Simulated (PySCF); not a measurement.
**NaSe: bond curves at several levels of theory**

Aim: find the lowest electronic state of NaSe, scan its bond at several levels of theory, and get bond length, wavenumber and dissociation energy from each curve.

Program: PySCF 2.14.0. Level of theory: Na pcseg-1, Se pcseg-1, no relativity. These are calculated values, not measurements.

## (1) Set-up

A driver script around PySCF takes these settings:

```
atoms                         : Na, Se
charge                        : 0
basis                         : Na pcseg-1, Se pcseg-1
Hamiltonian                   : no relativity
basis functions               : 37
electrons treated             : 45
masses in u                   : 22.9898, 79.9165
levels                        : PBE0, PBE, r²SCAN, r²SCANh, M06, LDA, HSE06, HF, MP2, SCS-MP2, CCSD, CCSD(T)
grid                          : 80 radial by 434 angular points
occupations                   : held fixed by the projection of orbital angular momentum
dissociation limit            : Na + Se, each in its ground configuration
starting distance in angstrom : 2.690
values of 2S to try           : 1, 3
```

Started as:

```console
OMP_NUM_THREADS=1 python dia.py task.json out
```

After this run come: PBE0 along the bond; Other states along the same grid; PBE (GGA); r²SCAN (meta-GGA); r²SCANh (hybrid meta-GGA); M06; LDA (local density); HSE06 (range-separated hybrid); UHF; Correlated methods on the Hartree–Fock reference.

What does the calculation give? Wanted: for each run, Re; ωe; De; μ.

As calculated:

Lowest PBE0 solution found, without spin–orbit coupling: ²Π (doublet), unpaired electrons π ↑. State 2 has its PBE0 minimum 0.72 eV higher. State 3 has its PBE0 minimum 2.28 eV higher. The other levels ran on the lowest alone.

```tsv
level	Re (Å)	ωe (cm⁻¹)	De (eV)	μ (D)
UHF	2.641	270.4	1.40	-9.35
UHF-MP2	2.647	266.1	2.05	n/a
UHF-SCS-MP2	2.649	265.2	2.02	n/a
UHF-CCSD	2.650	264.5	2.01	n/a
UHF-CCSD(T)	2.652	263.4	2.03	n/a
LDA	2.577	274.3	2.71	-7.51
PBE	2.624	262.0	2.37	-7.62
r²SCAN	2.617	269.1	2.45	-8.47
r²SCANh	2.613	271.1	2.42	-8.58
PBE0	2.610	270.9	2.34	-8.29
M06	2.613	267.1	2.56	-8.73
HSE06	2.613	269.4	2.36	-8.23
```

De is counted to Na + Se in their ground configurations. A positive dipole means Na(−)Se(+).

Differences from CCSD(T) in the same basis:

```tsv
level	Re (mÅ)	ωe (%)
UHF	-10	+2.6
UHF-MP2	-4	+1.0
UHF-SCS-MP2	-3	+0.7
UHF-CCSD	-2	+0.4
LDA	-75	+4.1
PBE	-27	-0.6
r²SCAN	-35	+2.1
r²SCANh	-39	+2.9
PBE0	-42	+2.8
M06	-39	+1.4
HSE06	-39	+2.3
```

**Reading.** Judged by CCSD(T) in the same basis: best bond length UHF-CCSD (-2 mÅ), worst LDA (-75 mÅ); best wavenumber UHF-CCSD (+0.4 %), worst LDA (+4.1 %). Hartree–Fock makes the bond too short and too stiff against this reference, as it mostly does. CCSD(T) in a basis this small is itself some way from its limit, more so than the functionals. Of the levels with a De here, UHF gives the least (1.40 eV) and LDA the most (2.71 eV).

Correlated steps freeze 10 core orbitals. At some levels the lowest empty orbital lies below the highest filled one (the two can be of opposite spin).
